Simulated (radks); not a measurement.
# Spin polarisation of the 4p shell in Ga

Aim: the energy gained and the exchange splitting as electrons of the 4p shell of Ga are turned from spin down to spin up.

The numbers are computed with radks (a radial shooting solver on a logarithmic mesh, Libxc functionals) version 1 (non-relativistic Kohn-Sham, TPSS, spin-polarised, spherical densities, point nucleus), except any that are marked as measured or tabulated.

**1. The atom as given**

```
element       : gallium (Z = 31)
charge        : 0
electrons     : 31
configuration : [Ar] 3d10 4s2 4p(up 0.5, down 0.5)
```

A shell typed twice in an input gives spin up, then spin down.

**2. No moment**

Settings of this run:

```text
Z 31
configuration [Ar] 3d10 4s2 4p0.5 4p0.5
relativity non-relativistic
functional tpss,tpss
spin polarised
nucleus point
```

**3. moment 0.25 in 4p**

Settings of this run:

```text
Z 31
configuration [Ar] 3d10 4s2 4p0.625 4p0.375
relativity non-relativistic
functional tpss,tpss
spin polarised
nucleus point
```

**4. moment 0.5 in 4p**

Settings of this run:

```text
Z 31
configuration [Ar] 3d10 4s2 4p0.75 4p0.25
relativity non-relativistic
functional tpss,tpss
spin polarised
nucleus point
```

**5. moment 0.75 in 4p**

Settings of this run:

```text
Z 31
configuration [Ar] 3d10 4s2 4p0.875 4p0.125
relativity non-relativistic
functional tpss,tpss
spin polarised
nucleus point
```

**6. moment 1 in 4p**

Settings of this run:

```text
Z 31
configuration [Ar] 3d10 4s2 4p1 4p0
relativity non-relativistic
functional tpss,tpss
spin polarised
nucleus point
```

**Question.** What will these runs give? Wanted: for each run, moment; E − E(0); ε(4p up); ε(4p down); splitting.

The runs gave:

```
moment (μB)  E − E(0) (eV)  ε(4p up) (eV)  ε(4p down) (eV)  splitting (eV)
          0          0.000         -2.557           -2.557           0.000
       0.25         -0.013         -2.655           -2.450           0.206
        0.5         -0.051         -2.742           -2.334           0.408
       0.75         -0.115         -2.816           -2.212           0.604
          1         -0.202         -2.876           -2.073           0.804
```

In words: At a moment of 1 μB the energy has fallen by 0.20 eV and the 4p levels split by 0.80 eV, 0.804 eV per μB. The Stoner form E = −I m²/4 would give I = 0.809 eV. The energy falls at every step.
